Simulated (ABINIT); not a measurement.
The system is GaGe.

```
Ge Ga
1.0
     0.00000    2.89784    2.89784
     2.89784    0.00000    2.89784
     2.89784    2.89784    0.00000
Ge Ga
1 1
Direct
  0.00000 0.00000 0.00000
  0.25000 0.25000 0.25000
```

The cell comes from a database or a generator and needn't be the stable form of this composition.

Base run:

| Item | Value |
| --- | --- |
| Program | ABINIT 10.8.3 (patched build) |
| Functional | WC |
| Potentials or basis | JTH PAW PBE v2.0 |
| Cutoff | 707 eV |
| k mesh | 8 × 8 × 8 |
| Occupations | fermi-dirac, width 0.05 eV |
| Spin | no spin polarisation |

Its results: band gap on the k mesh none (metal or under the smearing width); pressure -2.4 GPa.

Question: The run is repeated on the same cell with these changes: functional from WC to PW91. What comes out?

Answer: Band gap on the k mesh none (metal or under the smearing width); pressure 0.1 GPa.

PW91 binds less tightly than WC, so the same cell stands under more pressure.

Caveats: the PAW data sets were made with another functional, which shifts forces and pressure a little.
